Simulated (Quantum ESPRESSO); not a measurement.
# MnPt2 (P-3m1) in Quantum ESPRESSO: equation of state, part 2 of 2

Quantum ESPRESSO 7.5. Earlier steps stand in the parts before.

### Step 3. Single point, PBEsol, collinear spin, ferromagnetic start, 14.79 Å³/atom

pw.in

```
&CONTROL
  calculation = 'scf'
  prefix = 'pwscf'
  outdir = './tmp'
  pseudo_dir = './pseudo'
  tprnfor = .true.
  tstress = .true.
  disk_io = 'nowf'
/
&SYSTEM
  ibrav = 0
  nat = 3
  ntyp = 2
  ecutwfc = 45
  ecutrho = 360
  nbnd = 36
  occupations = 'smearing'
  smearing = 'fd'
  degauss = 0.00367493
  nspin = 2
  starting_magnetization(1) = 0
  starting_magnetization(2) = 0.2667
/
&ELECTRONS
  conv_thr = 6d-10
  electron_maxstep = 120
  mixing_beta = 0.3
/
ATOMIC_SPECIES
Pt   195.0840 pt_pbesol_v1.4.uspp.F.UPF
Mn    54.9380 mn_pbesol_v1.5.uspp.F.UPF
CELL_PARAMETERS angstrom
   2.8197726289    0.0000000000    0.0000000000
  -1.4098863145    2.4419947296    0.0000000000
   0.0000000000    0.0000000000    6.4442160962
ATOMIC_POSITIONS crystal
Pt     0.6666666667    0.3333333333    0.3162060000
Pt     0.3333333333    0.6666666667    0.6837940000
Mn     0.0000000000    0.0000000000    0.0000000000
K_POINTS automatic
11 11 4 0 0 0
```

Potentials or basis: GBRV 1.5 PBEsol.

Run with:

```sh
$ OMP_NUM_THREADS=1 mpirun -n 2 pw.x -nk 2 -in pw.in > pw.out
```

pw.out:

```text
This program is part of the open-source Quantum ESPRESSO suite
     for quantum simulation of materials; please cite
[... 13 lines left out ...]
     --------------------
     sticks:   dense  smooth     PW     G-vecs:    dense   smooth      PW
     Sum         703     361    109                34507    12257    2165

     Using Slab Decomposition

     bravais-lattice index     =            0
     lattice parameter (alat)  =       5.3286  a.u.
     unit-cell volume          =     299.4508 (a.u.)^3
     number of atoms/cell      =            3
     number of atomic types    =            2
     number of electrons       =        47.00
     number of Kohn-Sham states=           36
     kinetic-energy cutoff     =      45.0000  Ry
     charge density cutoff     =     360.0000  Ry
     scf convergence threshold =      6.0E-10
     mixing beta               =       0.3000
     number of iterations used =            8  plain     mixing
     Exchange-correlation= SLA  PW   PSX  PSC
                           (   1   4  10   8   0   0   0)

     celldm(1)=   5.328598  celldm(2)=   0.000000  celldm(3)=   0.000000
     celldm(4)=   0.000000  celldm(5)=   0.000000  celldm(6)=   0.000000

     crystal axes: (cart. coord. in units of alat)
               a(1) = (   1.000000   0.000000   0.000000 )
               a(2) = (  -0.500000   0.866025   0.000000 )
               a(3) = (   0.000000   0.000000   2.285367 )

     reciprocal axes: (cart. coord. in units 2 pi/alat)
               b(1) = (  1.000000  0.577350 -0.000000 )
               b(2) = (  0.000000  1.154701  0.000000 )
               b(3) = (  0.000000 -0.000000  0.437566 )

     PseudoPot. # 1 for Pt read from file:
     pt_pbesol_v1.4.uspp.F.UPF
     Pseudo is Ultrasoft + core correction, Zval = 16.0
     Generated by new atomic code, or converted to UPF format
     Using radial grid of  985 points,  6 beta functions with:
                l(1) =   0
                l(2) =   0
                l(3) =   1
                l(4) =   1
                l(5) =   2
                l(6) =   2
     Q(r) pseudized with  8 coefficients,  rinner =    1.300   1.300   1.300
                                                       1.300   1.300

     PseudoPot. # 2 for Mn read from file:
     mn_pbesol_v1.5.uspp.F.UPF
     Pseudo is Ultrasoft + core correction, Zval = 15.0
     Generated by new atomic code, or converted to UPF format
     Using radial grid of  859 points,  6 beta functions with:
                l(1) =   0
                l(2) =   0
                l(3) =   1
                l(4) =   1
                l(5) =   2
                l(6) =   2
     Q(r) pseudized with  8 coefficients,  rinner =    0.950   0.950   0.950
                                                       0.950   0.950

     atomic species   valence    mass     pseudopotential
     Pt               16.00   195.08400     Pt( 1.00)
     Mn               15.00    54.93800     Mn( 1.00)

     Starting magnetic structure
     atomic species   magnetization
     Pt              0.000
     Mn              0.267

     12 Sym. Ops., with inversion, found

   Cartesian axes

     site n.     atom                  positions (alat units)
         1        Pt     tau(   1) = (   0.5000000   0.2886751   0.7226468  )
         2        Pt     tau(   2) = (  -0.0000000   0.5773503   1.5627204  )
         3        Mn     tau(   3) = (   0.0000000   0.0000000   0.0000000  )

     number of k points=    58  Fermi-Dirac smearing, width (Ry)=  0.0037
                       cart. coord. in units 2pi/alat
        k(    1) = (   0.0000000   0.0000000   0.0000000), wk =   0.0020661
        k(    2) = (   0.0000000   0.0000000   0.1093916), wk =   0.0041322
        k(    3) = (   0.0000000   0.0000000  -0.2187832), wk =   0.0020661
        k(    4) = (   0.0000000   0.1049728   0.0000000), wk =   0.0123967
        k(    5) = (   0.0000000   0.1049728   0.1093916), wk =   0.0123967
        k(    6) = (   0.0000000   0.1049728  -0.2187832), wk =   0.0123967
[... 50 lines left out ...]
        k(   57) = (  -0.1818182   0.4198911  -0.1093916), wk =   0.0247934
        k(   58) = (  -0.1818182   0.5248639  -0.1093916), wk =   0.0247934

     Dense  grid:    34507 G-vectors     FFT dimensions: (  36,  36,  75)

     Smooth grid:    12257 G-vectors     FFT dimensions: (  24,  24,  54)

     Check: negative core charge=   -0.000007
     Generating pointlists ...
     new r_m :   0.3815 (alat units)  2.0331 (a.u.) for type    1
     new r_m :   0.3815 (alat units)  2.0331 (a.u.) for type    2

     Initial potential from superposition of free atoms

     starting charge      45.4999, renormalised to      47.0000

     negative rho (up, down):  1.880E-01 1.882E-01
     Starting wfcs are   37 randomized atomic wfcs

     Self-consistent Calculation

     iteration #  1     ecut=    45.00 Ry     beta= 0.30
     Davidson diagonalization with overlap
     ethr =  1.00E-02,  avg # of iterations =  5.2

     negative rho (up, down):  1.783E-01 1.781E-01

     total energy              =    -630.89241274 Ry
     estimated scf accuracy    <       5.33405254 Ry

     total magnetization       =     2.48 Bohr mag/cell
     absolute magnetization    =     2.63 Bohr mag/cell

     iteration #  2     ecut=    45.00 Ry     beta= 0.30
     Davidson diagonalization with overlap
     ethr =  1.00E-02,  avg # of iterations =  2.1

     negative rho (up, down):  1.783E-01 1.781E-01

     total energy              =    -630.64134766 Ry
     estimated scf accuracy    <      23.12280669 Ry

     total magnetization       =     0.80 Bohr mag/cell
     absolute magnetization    =     0.90 Bohr mag/cell

     iteration #  3     ecut=    45.00 Ry     beta= 0.30
     Davidson diagonalization with overlap
     ethr =  1.00E-02,  avg # of iterations =  1.8

     negative rho (up, down):  1.755E-01 1.744E-01

     total energy              =    -632.15920333 Ry
     estimated scf accuracy    <       0.43863239 Ry

     total magnetization       =     3.43 Bohr mag/cell
     absolute magnetization    =     3.49 Bohr mag/cell

     iteration #  4     ecut=    45.00 Ry     beta= 0.30
     Davidson diagonalization with overlap
     ethr =  9.33E-04,  avg # of iterations =  1.6

     negative rho (up, down):  1.757E-01 1.739E-01

     total energy              =    -632.20780621 Ry
     estimated scf accuracy    <       0.06894827 Ry

     total magnetization       =     3.89 Bohr mag/cell
     absolute magnetization    =     3.93 Bohr mag/cell

     iteration #  5     ecut=    45.00 Ry     beta= 0.30
     Davidson diagonalization with overlap
     ethr =  1.47E-04,  avg # of iterations =  2.2

     negative rho (up, down):  1.751E-01 1.713E-01

     total energy              =    -632.21443819 Ry
     estimated scf accuracy    <       0.00977996 Ry

     total magnetization       =     3.93 Bohr mag/cell
     absolute magnetization    =     3.98 Bohr mag/cell

     iteration #  6     ecut=    45.00 Ry     beta= 0.30
     Davidson diagonalization with overlap
     ethr =  2.08E-05,  avg # of iterations =  3.5

     negative rho (up, down):  1.752E-01 1.712E-01

     total energy              =    -632.21637525 Ry
     estimated scf accuracy    <       0.00454052 Ry

     total magnetization       =     4.12 Bohr mag/cell
     absolute magnetization    =     4.19 Bohr mag/cell
[... 67 lines left out ...]
     total energy              =    -632.21729390 Ry
     estimated scf accuracy    <       0.00000102 Ry

     total magnetization       =     4.36 Bohr mag/cell
     absolute magnetization    =     4.44 Bohr mag/cell

     iteration # 13     ecut=    45.00 Ry     beta= 0.30
     Davidson diagonalization with overlap
     ethr =  2.12E-09,  avg # of iterations =  1.0

     negative rho (up, down):  1.761E-01 1.704E-01

     total energy              =    -632.21729408 Ry
     estimated scf accuracy    <       0.00000004 Ry

     total magnetization       =     4.35 Bohr mag/cell
     absolute magnetization    =     4.44 Bohr mag/cell

     iteration # 14     ecut=    45.00 Ry     beta= 0.30
     Davidson diagonalization with overlap
     ethr =  8.10E-11,  avg # of iterations =  2.1

     negative rho (up, down):  1.761E-01 1.704E-01

     total energy              =    -632.21729410 Ry
     estimated scf accuracy    <          5.5E-09 Ry

     total magnetization       =     4.36 Bohr mag/cell
     absolute magnetization    =     4.44 Bohr mag/cell

     iteration # 15     ecut=    45.00 Ry     beta= 0.30
     Davidson diagonalization with overlap
     ethr =  1.16E-11,  avg # of iterations =  2.2

     negative rho (up, down):  1.761E-01 1.704E-01

     total energy              =    -632.21729410 Ry
     estimated scf accuracy    <          3.8E-09 Ry

     total magnetization       =     4.36 Bohr mag/cell
     absolute magnetization    =     4.44 Bohr mag/cell

     iteration # 16     ecut=    45.00 Ry     beta= 0.30
     Davidson diagonalization with overlap
     ethr =  8.02E-12,  avg # of iterations =  1.0

     negative rho (up, down):  1.761E-01 1.704E-01

     Magnetic moment per site  (integrated on atomic sphere of radius R)
     atom   1 (R=0.382)  charge= 13.5078  magn=  0.2874
     atom   2 (R=0.382)  charge= 13.5078  magn=  0.2874
     atom   3 (R=0.382)  charge= 13.4748  magn=  3.5928

     End of self-consistent calculation

     Number of k-points >= 100: set verbosity='high' to print the bands.

     the Fermi energy is    20.0368 ev

!    total energy              =    -632.21729410 Ry
     estimated scf accuracy    <          3.4E-10 Ry
     smearing contrib. (-TS)   =      -0.00181401 Ry
     internal energy E=F+TS    =    -632.21548010 Ry

     The total energy is F=E-TS. E is the sum of the following terms:
     one-electron contribution =    -142.67864450 Ry
     hartree contribution      =     107.09089326 Ry
     xc contribution           =    -139.77826585 Ry
     ewald contribution        =    -456.84946300 Ry

     total magnetization       =     4.36 Bohr mag/cell
     absolute magnetization    =     4.44 Bohr mag/cell

     convergence has been achieved in  16 iterations

     negative rho (up, down):  1.761E-01 1.704E-01

     Forces acting on atoms (cartesian axes, Ry/au):

     atom    1 type  1   force =     0.00000000    0.00000000    0.00476706
     atom    2 type  1   force =     0.00000000    0.00000000   -0.00476706
     atom    3 type  2   force =     0.00000000    0.00000000    0.00000000

     Total force =     0.006742     Total SCF correction =     0.000090

     Computing stress (Cartesian axis) and pressure

     negative rho (up, down):  1.761E-01 1.704E-01
          total   stress  (Ry/bohr**3)                   (kbar)     P=      -27.00
  -0.00028545  -0.00000000   0.00000000          -41.99       -0.00        0.00
  -0.00000000  -0.00028545  -0.00000000           -0.00      -41.99       -0.00
   0.00000000   0.00000000   0.00002033            0.00        0.00        2.99

=------------------------------------------------------------------------------=
   JOB DONE.
=------------------------------------------------------------------------------=
```

Wall time 89 s (2 MPI ranks of Arm Neoverse V1, shared host); peak memory 0.34 GiB.

What came out:

| Property | Result |
| --- | --- |
| Free energy | -8601.7545 eV |
| Pressure | -2.7 GPa |
| Largest force | 0.123 eV/Å |
| Band gap on the k mesh | none (metal or under the smearing width) |
| Net moment | 4.36 μB per cell |
| Absolute moment | 4.44 μB per cell |
| Site moments | Pt +0.29; Mn +3.59 μB |
| Valence electrons inside the program's atomic spheres | Pt 13.51; Mn 13.47 |

### Step 4. Single point, PBEsol, collinear spin, ferromagnetic start, 15.10 Å³/atom

pw.in: that of step 3 with these lines changed.

```diff
@@ -32,5 +32,5 @@
 CELL_PARAMETERS angstrom
-   2.8197726289    0.0000000000    0.0000000000
-  -1.4098863145    2.4419947296    0.0000000000
-   0.0000000000    0.0000000000    6.4442160962
+   2.8392199513    0.0000000000    0.0000000000
+  -1.4196099756    2.4588366048    0.0000000000
+   0.0000000000    0.0000000000    6.4886603702
 ATOMIC_POSITIONS crystal
```

Run with:

```sh
$ OMP_NUM_THREADS=1 mpirun -n 2 pw.x -nk 2 -in pw.in > pw.out
```

Run time: 91 s. Hardware: 2 MPI ranks of Arm Neoverse V1, shared host; peak memory 0.34 GiB.

It converged, with:

```yaml
Free_energy: -8601.7310 eV
Pressure: -6.3 GPa
Largest_force: 0.082 eV/Å
Band_gap_on_the_k_mesh: none (metal or under the smearing width)
Net_moment: 4.47 μB per cell
Absolute_moment: 4.56 μB per cell
Site_moments: Pt +0.30; Mn +3.68 μB
Valence_electrons_inside_the_program's_atomic_spheres: Pt 13.55; Mn 13.48
```

### Step 5. Single point, PBEsol, collinear spin, ferromagnetic start, 15.41 Å³/atom

pw.in: that of step 4 with these lines changed.

```diff
@@ -32,5 +32,5 @@
 CELL_PARAMETERS angstrom
-   2.8392199513    0.0000000000    0.0000000000
-  -1.4196099756    2.4588366048    0.0000000000
-   0.0000000000    0.0000000000    6.4886603702
+   2.8584044518    0.0000000000    0.0000000000
+  -1.4292022259    2.4754508696    0.0000000000
+   0.0000000000    0.0000000000    6.5325040000
 ATOMIC_POSITIONS crystal
```

Run with:

```sh
$ OMP_NUM_THREADS=1 mpirun -n 2 pw.x -nk 2 -in pw.in > pw.out
```

Run time: 93 s. Hardware: 2 MPI ranks of Arm Neoverse V1, shared host; peak memory 0.34 GiB.

The run converged. Its results:

- Free energy: -8601.6874 eV
- Pressure: -9.7 GPa
- Largest force: 0.042 eV/Å
- Band gap on the k mesh: none (metal or under the smearing width)
- Net moment: 4.55 μB per cell
- Absolute moment: 4.65 μB per cell
- Site moments: Pt +0.31; Mn +3.74 μB
- Valence electrons inside the program's atomic spheres: Pt 13.59; Mn 13.49

### Step 6. Single point, PBEsol, collinear spin, ferromagnetic start, 15.72 Å³/atom

pw.in: that of step 5 with these lines changed.

```diff
@@ -32,5 +32,5 @@
 CELL_PARAMETERS angstrom
-   2.8584044518    0.0000000000    0.0000000000
-  -1.4292022259    2.4754508696    0.0000000000
-   0.0000000000    0.0000000000    6.5325040000
+   2.8773348343    0.0000000000    0.0000000000
+  -1.4386674171    2.4918450617    0.0000000000
+   0.0000000000    0.0000000000    6.5757668767
 ATOMIC_POSITIONS crystal
```

Potentials or basis: GBRV 1.5 PBEsol.

Run with:

```sh
$ OMP_NUM_THREADS=1 mpirun -n 2 pw.x -nk 2 -in pw.in > pw.out
```

Run time: 95 s. Hardware: 2 MPI ranks of Arm Neoverse V1, shared host; peak memory 0.36 GiB.

It converged, with:

* Free energy: -8601.6251 eV
* Pressure: -12.8 GPa
* Band gap on the k mesh: none (metal or under the smearing width)
* Net moment: 4.61 μB per cell
* Absolute moment: 4.71 μB per cell
* Site moments: Pt +0.32; Mn +3.79 μB
* Valence electrons inside the program's atomic spheres: Pt 13.64; Mn 13.50

### Step 7. Single point, PBEsol, collinear spin, ferromagnetic start, 16.02 Å³/atom

pw.in: that of step 6 with these lines changed.

```diff
@@ -32,5 +32,5 @@
 CELL_PARAMETERS angstrom
-   2.8773348343    0.0000000000    0.0000000000
-  -1.4386674171    2.4918450617    0.0000000000
-   0.0000000000    0.0000000000    6.5757668767
+   2.8960193503    0.0000000000    0.0000000000
+  -1.4480096751    2.5080263272    0.0000000000
+   0.0000000000    0.0000000000    6.6184678581
 ATOMIC_POSITIONS crystal
```

Run with:

```sh
$ OMP_NUM_THREADS=1 mpirun -n 2 pw.x -nk 2 -in pw.in > pw.out
```

It took 94 s on 2 MPI ranks of Arm Neoverse V1, shared host; peak memory 0.36 GiB.

The run converged. Its results:

* Free energy: -8601.5463 eV
* Pressure: -15.5 GPa
* Largest force: 0.038 eV/Å
* Band gap on the k mesh: none (metal or under the smearing width)
* Net moment: 4.65 μB per cell
* Absolute moment: 4.75 μB per cell
* Site moments: Pt +0.32; Mn +3.84 μB
* Valence electrons inside the program's atomic spheres: Pt 13.68; Mn 13.50

### Step 8. Single point, PBEsol, collinear spin, ferromagnetic start, 16.33 Å³/atom

pw.in: that of step 7 with these lines changed.

```diff
@@ -32,5 +32,5 @@
 CELL_PARAMETERS angstrom
-   2.8960193503    0.0000000000    0.0000000000
-  -1.4480096751    2.5080263272    0.0000000000
-   0.0000000000    0.0000000000    6.6184678581
+   2.9144658307    0.0000000000    0.0000000000
+  -1.4572329154    2.5240014479    0.0000000000
+   0.0000000000    0.0000000000    6.6606248409
 ATOMIC_POSITIONS crystal
```

Run with:

```sh
$ OMP_NUM_THREADS=1 mpirun -n 2 pw.x -nk 2 -in pw.in > pw.out
```

It took 89 s on 2 MPI ranks of Arm Neoverse V1, shared host; peak memory 0.36 GiB.

The run converged. Its results:

| Item | Value |
| --- | --- |
| Free energy | -8601.4524 eV |
| Pressure | -17.9 GPa |
| Largest force | 0.076 eV/Å |
| Band gap on the k mesh | none (metal or under the smearing width) |
| Net moment | 4.69 μB per cell |
| Absolute moment | 4.79 μB per cell |
| Site moments | Pt +0.32; Mn +3.88 μB |
| Valence electrons inside the program's atomic spheres | Pt 13.71; Mn 13.51 |

### Step 9. Equation of state, PBEsol, collinear spin, ferromagnetic start

Potentials or basis: GBRV 1.5 PBEsol.

This step only gathers the single runs of the series.

Results:

- Equilibrium volume: 14.62 Å³/atom
- Bulk modulus at fixed shape and positions: 193 GPa
- Pressure derivative of the bulk modulus: 3.6 (rough: it moves with the points fitted)

Energy against volume, from the lowest point:
```
volume (Å³/atom)  energy (meV/atom)
          14.483               0.00
          14.791               0.45
          15.099               8.26
          15.408              22.80
          15.716              43.57
          16.024              69.86
          16.332             101.14
```

Caveat: the cell was scaled at fixed shape and fractional positions, which overstates the stiffness of a crystal with free parameters, most of all of layers and chains. Spin-orbit coupling is left out, which matters for the levels of Pt.
